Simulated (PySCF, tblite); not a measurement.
# C3H9Si radical, a small gas-phase stand-in for a defect centre (Si site with back bonds C, C, C): EPR parameters

Wanted: the EPR parameters for `C[Si](C)C`. It is drawn as: dangling bond.

Programs: tblite 0.8.0 and PySCF 2.14.0. All values are calculated, for the isolated system unless a continuum is named. Atoms count from 0, parts from 1.

## 1. The system as given

13 atoms, charge 0, multiplicity 2; geometry: distance geometry start.

## 2. Geometry optimisation with GFN2-xTB

Job settings and geometry (Å):

```
{"job": {"kind": "relax", "xc": "GFN2-xTB", "basis": "xTB"}, "charge": 0, "multiplicity": 2}
Si     0.414712    -0.393313     0.394292
C      0.685075    -2.216547     0.443251
C      0.765036     0.530957     1.965237
C     -1.082646     0.175832    -0.541496
H      0.267836    -2.620483     1.300760
H      0.188219    -2.647349    -0.360718
H      1.692401    -2.409992     0.389147
H      1.187050    -0.150045     2.655663
H      1.453158     1.275979     1.747370
H     -0.097855     0.921242     2.349221
H     -1.517116     1.004472    -0.047232
H     -0.790347     0.461816    -1.491341
H     -1.781315    -0.596831    -0.596185
```

With the program's defaults for keys left out, this is: GFN2-xTB geometry optimisation, gas phase.

On the command line:

```console
> OMP_NUM_THREADS=1 python cluster_run.py task.json out
```

The driver reads the jobs from task.json and runs them one after another.

The program printed:

```text
step      E/eV     max force
  0    -343.74734    2.572
  1    -344.09546    1.442
  2    -344.21397    0.990
  3    -344.27476    0.485
  4    -344.30061    0.458
  5    -344.33200    0.377
  6    -344.35578    0.402
  7    -344.37156    0.319
  8    -344.37833    0.173
  9    -344.38148    0.149
 10    -344.38417    0.124
 11    -344.38627    0.166
 12    -344.38762    0.150
 13    -344.38887    0.109
 14    -344.39087    0.187
 15    -344.39448    0.250
 16    -344.39961    0.242
 17    -344.40406    0.141
 18    -344.40585    0.071
 19    -344.40637    0.052
 20    -344.40674    0.047
 21    -344.40699    0.035
 22    -344.40716    0.027
 23    -344.40726    0.030
 24    -344.40738    0.034
 25    -344.40764    0.053
 26    -344.40828    0.106
 27    -344.40999    0.199
 28    -344.41374    0.375
 29    -344.41790    0.388
 30    -344.42602    0.172
 31    -344.41563    0.508
 32    -344.42937    0.121
 33    -344.43073    0.100
 34    -344.43460    0.262
 35    -344.43702    0.147
 36    -344.44059    0.115
 37    -344.44336    0.125
 38    -344.44541    0.158
 39    -344.44748    0.124
 40    -344.44840    0.134
 41    -344.44958    0.064
 42    -344.45009    0.061
 43    -344.45121    0.074
 44    -344.45194    0.081
 45    -344.45381    0.119
 46    -344.45531    0.125
 47    -344.45542    0.162
 48    -344.45726    0.078
 49    -344.45788    0.064
 50    -344.45907    0.113
 51    -344.45982    0.049
 52    -344.46041    0.046
 53    -344.46107    0.065
 54    -344.46140    0.043
 55    -344.46169    0.045
 56    -344.46221    0.042
 57    -344.46249    0.037
 58    -344.46261    0.030
 59    -344.46272    0.026
 60    -344.46282    0.030
 61    -344.46300    0.029
 62    -344.46312    0.024
 63    -344.46323    0.020
 64    -344.46334    0.020
 65    -344.46345    0.023
 66    -344.46358    0.027
 67    -344.46378    0.031
 68    -344.46408    0.042
 69    -344.46458    0.059
 70    -344.46523    0.075
 71    -344.46601    0.090
 72    -344.46681    0.063
 73    -344.46715    0.050
 74    -344.46733    0.048
 75    -344.46761    0.048
 76    -344.46779    0.026
 77    -344.46798    0.025
 78    -344.46808    0.022
 79    -344.46820    0.021
 80    -344.46832    0.026
 81    -344.46844    0.028
 82    -344.46858    0.029
 83    -344.46871    0.029
 84    -344.46880    0.029
 85    -344.46895    0.036
 86    -344.46923    0.039
 87    -344.46947    0.034
 88    -344.46961    0.031
 89    -344.46978    0.028
 90    -344.46999    0.033
 91    -344.47022    0.052
 92    -344.47049    0.063
 93    -344.47073    0.045
 94    -344.47095    0.031
 95    -344.47102    0.029
 96    -344.47109    0.026
 97    -344.47122    0.022
 98    -344.47127    0.017
 99    -344.47131    0.010
100    -344.47133    0.009
101    -344.47133    0.009
102    -344.47134    0.006
```

Wall time 0.97 s (1 thread of Arm Neoverse V2, shared host).

Step by step:

```
step  energy from step 0 (eV)  largest force (eV/Å)
   0                   0.0000                2.5718
   4                  -0.5533                0.4582
   8                  -0.6310                0.1737
  12                  -0.6403                0.1494
  16                  -0.6523                0.2420
  20                  -0.6594                0.0471
  24                  -0.6600                0.0347
  28                  -0.6664                0.3747
  32                  -0.6820                0.1208
  36                  -0.6932                0.1149
  40                  -0.7011                0.1344
  44                  -0.7046                0.0808
  48                  -0.7099                0.0775
  52                  -0.7131                0.0463
  56                  -0.7149                0.0426
  60                  -0.7155                0.0297
  64                  -0.7160                0.0205
  68                  -0.7167                0.0423
  72                  -0.7195                0.0628
  76                  -0.7204                0.0257
  80                  -0.7210                0.0263
  84                  -0.7215                0.0289
  88                  -0.7223                0.0311
  92                  -0.7231                0.0631
  96                  -0.7237                0.0252
 100                  -0.7240                0.0095
 102                  -0.7240                0.0057
```

Close pairs (by a distance rule), those that changed most:

```
  bond  before (Å)  after (Å)  change (Å)
 C2–H9       1.022      1.089      +0.067
Si0–C1       1.844      1.908      +0.064
 C1–H6       1.027      1.086      +0.058
 C1–H4       1.036      1.089      +0.054
Si0–C3       1.855      1.908      +0.052
Si0–C2       1.856      1.908      +0.052
C3–H11       1.034      1.086      +0.052
 C2–H8       1.037      1.086      +0.048
```

## 3. Optimising the geometry at PBE0-D3(BJ)/def2-SVP

Job settings and geometry (Å):

```
{"job": {"xc": "PBE0", "basis": "def2-SVP", "d3": "d3bj", "grid": 2, "kind": "geom", "shake": 0.01}, "charge": 0, "multiplicity": 2}
Si     0.520545     0.177175    -0.369202
C      0.546578    -1.705553    -0.263965
C      0.664839     0.971668     1.352993
C     -1.102688     0.770265    -1.178715
H     -0.265744    -2.077376     0.348333
H      0.450547    -2.154901    -1.243267
H      1.491836    -2.052947     0.175579
H      1.629639     0.678108     1.830513
H      0.670489     2.064156     1.337812
H     -0.135096     0.657724     2.019697
H     -1.193965     1.846201    -1.252671
H     -1.251355     0.351864    -2.163524
H     -2.015414     0.456245    -0.586180
```

The program printed:

```text
step   0  E = -408.76212851  max force = 0.021744
step   1  E = -408.76460880  max force = 0.006831
step   2  E = -408.76494105  max force = 0.001718
step   3  E = -408.76502632  max force = 0.000774
step   4  E = -408.76507628  max force = 0.000781
step   5  E = -408.76510968  max force = 0.000738
step   6  E = -408.76515214  max force = 0.000661
step   7  E = -408.76517667  max force = 0.000622
step   8  E = -408.76518539  max force = 0.000279
optimisation converged
```

Wall time 68 s (1 thread of Arm Neoverse V2, shared host); peak memory 0.57 GiB.

Step by step:

```
step  energy from step 0 (eV)  largest force component (eV/Å)
   0                   0.0000                          1.1181
   1                  -0.0675                          0.3513
   2                  -0.0765                          0.0883
   3                  -0.0789                          0.0398
   4                  -0.0802                          0.0402
   5                  -0.0811                          0.0379
   6                  -0.0823                          0.0340
   7                  -0.0829                          0.0320
   8                  -0.0832                          0.0143
```

Close pairs (by a distance rule), those that changed most:

```
  bond  before (Å)  after (Å)  change (Å)
C3–H12       1.133      1.104      -0.028
 C1–H4       1.083      1.105      +0.021
C3–H11       1.080      1.101      +0.021
Si0–C3       1.908      1.888      -0.020
 C1–H5       1.082      1.101      +0.019
C3–H10       1.082      1.101      +0.019
 C2–H9       1.088      1.105      +0.017
 C2–H7       1.116      1.101      -0.015
```

The end geometry stands in the next job.

```
                         at the end point                value
  point group (found at 0.08 Å tolerance)                  C3v
rotational constants (GHz, main isotopes)  5.459, 5.440, 3.100
                        dipole moment (D)                 0.62
                                     ⟨S²⟩                0.752
```

## 4. EPR parameters: B3LYP/IGLO-III+pcH-1

Job settings and geometry (Å):

```
{"job": {"kind": "epr"}, "charge": 0, "multiplicity": 2}
Si     0.403408     0.276225    -0.383086
C      0.638223    -1.593768    -0.493589
C      0.696776     0.874195     1.383693
C     -1.330996     0.756794    -0.953871
H     -0.085912    -2.112968     0.159144
H      0.484681    -1.955431    -1.522138
H      1.650489    -1.890266    -0.178417
H      1.708598     0.619306     1.734060
H      0.575896     1.965863     1.460374
H     -0.028355     0.404905     2.072434
H     -1.478345     1.846986    -0.909364
H     -1.520880     0.430753    -1.988042
H     -2.091382     0.286397    -0.305524
```

Level: UKS B3LYP, IGLO-III on C Si, pcH-1 on H, non-relativistic, mean-field spin-orbit, GIAO.

The program printed:

```text
UKS, coarse grid
  cycle   1  E = -409.20528248  |g| = 4.19e-01
  cycle   2  E = -409.16049235  |g| = 5.05e-01
  cycle   3  E = -409.29228201  |g| = 2.15e-02
  cycle   4  E = -409.29249672  |g| = 1.02e-02
  cycle   5  E = -409.29255234  |g| = 1.24e-03
  cycle   6  E = -409.29255448  |g| = 3.09e-04
UKS, final grid
  cycle   1  E = -409.29253484  |g| = 2.37e-04
  cycle   2  E = -409.29253484  |g| = 2.48e-04
  cycle   3  E = -409.29253487  |g| = 2.75e-05
  cycle   4  E = -409.29253487  |g| = 1.43e-05
E = -409.29253487 Eh   <S^2> = 0.7513 (exact 0.7500)
g shifts (ppm)      1          2          3
  rmc          -137       -137       -137
  gc              0         57         57
  oz_so         -69       1530       1536
  total        -206       1450       1456
hyperfine (MHz)  atom isotope    a_iso     a_fc   dipolar eigenvalues
    0  29Si    -494.69    -495.88   -160.53     80.26     80.27
    1   13C      35.05      35.03     -4.02     -3.76      7.78
    2   13C      34.90      34.88     -4.02     -3.77      7.79
    3   13C      34.86      34.85     -4.02     -3.77      7.79
    4    1H      57.06      57.05     -3.75     -0.14      3.90
    5    1H       1.76       1.75     -4.33     -2.45      6.79
    6    1H       1.73       1.73     -4.33     -2.45      6.78
    7    1H       1.70       1.69     -4.32     -2.45      6.77
    8    1H       1.73       1.73     -4.33     -2.45      6.78
    9    1H      56.93      56.93     -3.76     -0.14      3.90
   10    1H       1.76       1.75     -4.33     -2.45      6.78
   11    1H       1.66       1.65     -4.32     -2.45      6.76
   12    1H      56.88      56.88     -3.76     -0.14      3.90
```

Wall time 32 s (1 thread of Arm Neoverse V2, shared host); peak memory 0.94 GiB.

Principal g values 2.00211, 2.00377, 2.00378; g(iso) = 2.00322, against 2.00232 for a free electron.

Mean a(iso) over the nuclei that a row names, and the largest dipolar term of the row (other rows stand at the frozen geometry):

```
                  nuclei  isotope  a(iso) (MHz)  a(iso) (G, at g = 2.0023)  largest dipolar term (MHz)
                     Si0     29Si        -494.7                     -176.5                      -160.5
             H4, H9, H12       1H          57.0                       20.3                         3.9
              C1, C2, C3      13C          34.9                       12.5                         7.8
H5, H6, H7, H8, H10, H11       1H           1.7                        0.6                         6.8
```

Mulliken spin populations:

Si0 0.90; C1 0.00; C2 0.00; C3 0.00; H4 0.03; H5 0.00; H6 0.00; H7 0.00; H8 0.00; H9 0.03; H10 0.00; H11 0.00; H12 0.03

In first order the couplings over 0.8 MHz of 1H give 28 distinct lines over 64.7 G, if the averaged nuclei exchange fast; the same motion can average rows kept apart here too.

## 5. EPR parameters: BHandHLYP/IGLO-III+pcH-1

Settings changed since step 4:

```diff
@@ -1,2 +1,2 @@
-{"job": {"kind": "epr"}, "charge": 0, "multiplicity": 2}
+{"job": {"kind": "epr", "xc": "BHandHLYP"}, "charge": 0, "multiplicity": 2}
 Si     0.403408     0.276225    -0.383086
```

Level: UKS BHandHLYP, IGLO-III on C Si, pcH-1 on H, non-relativistic, mean-field spin-orbit, GIAO.

The program printed:

```text
UKS, coarse grid
  cycle   1  E = -409.13596070  |g| = 2.74e-01
  cycle   2  E = -409.15725495  |g| = 2.03e-01
  cycle   3  E = -409.17744186  |g| = 2.33e-02
  cycle   4  E = -409.17791214  |g| = 4.93e-03
  cycle   5  E = -409.17793355  |g| = 1.60e-03
  cycle   6  E = -409.17793670  |g| = 3.81e-04
UKS, final grid
  cycle   1  E = -409.17792605  |g| = 1.90e-04
  cycle   2  E = -409.17792609  |g| = 9.70e-05
  cycle   3  E = -409.17792610  |g| = 4.72e-05
  cycle   4  E = -409.17792610  |g| = 1.22e-05
E = -409.17792610 Eh   <S^2> = 0.7516 (exact 0.7500)
g shifts (ppm)      1          2          3
  rmc          -138       -138       -138
  gc              0         57         57
  oz_so         -61       1353       1359
  total        -199       1273       1278
hyperfine (MHz)  atom isotope    a_iso     a_fc   dipolar eigenvalues
    0  29Si    -526.40    -527.57   -162.26     81.12     81.14
    1   13C      36.27      36.26     -4.10     -3.62      7.72
    2   13C      36.14      36.12     -4.10     -3.62      7.72
    3   13C      36.11      36.09     -4.10     -3.62      7.72
    4    1H      55.72      55.72     -3.67     -0.07      3.74
    5    1H       1.21       1.21     -4.35     -2.51      6.86
    6    1H       1.18       1.18     -4.35     -2.51      6.86
    7    1H       1.14       1.14     -4.34     -2.50      6.84
    8    1H       1.18       1.18     -4.34     -2.51      6.85
    9    1H      55.59      55.59     -3.68     -0.06      3.74
   10    1H       1.21       1.20     -4.34     -2.51      6.86
   11    1H       1.11       1.10     -4.33     -2.50      6.84
   12    1H      55.54      55.54     -3.68     -0.06      3.74
```

Run time: 35 s. Hardware: 1 thread of Arm Neoverse V2, shared host; peak memory 0.87 GiB.

In short: g(iso) 2.00310.

## 6. Comparing the runs: EPR parameters

g, ⟨S²⟩ and isotropic hyperfine couplings (MHz), with basis size and wall time:

```
                     run   g(iso)   ⟨S²⟩  29Si Si0  1H H4 (mean)  13C C1 (mean)  1H H5 (mean)  functions  time
    B3LYP/IGLO-III+pcH-1  2.00322  0.751    -494.7          57.0           34.9           1.7        239  32 s
BHandHLYP/IGLO-III+pcH-1  2.00310  0.752    -526.4          55.6           36.2           1.2        239  35 s
```

## 7. Outcome

| quantity | value |
| --- | --- |
| point group | C3v |
| rotational constants (main isotopes) | 5.46, 5.44, 3.10 GHz |
| g(iso) (B3LYP) | 2.00322 |
| ⟨S²⟩ | 0.751 (exact 0.75) |
| largest a(iso) (averaged by class) | 29Si on Si0, -494.7 MHz |

The start of the PBE0/def2-SVP relaxation was shaken at random by about 0.01 Å, so part of the energy gained, and of the first lengths quoted, undoes that. Relaxing lowered the energy by 0.083 eV in 8 steps; the close pair that moved most is C3–H12, from 1.133 to 1.104 Å (PBE0/def2-SVP). Most of the unpaired spin sits on Si0 (0.90 e). The isotropic g lies 0.9 ppt above the free-electron value. The coupling of 29Si on Si0 runs from -526.4 (BHandHLYP/IGLO-III+pcH-1) to -494.7 MHz (B3LYP/IGLO-III+pcH-1). A capped cluster stands for the solid here, so long-range fields and strain are missing, and bands or shifts of the capping hydrogens have no counterpart in it.
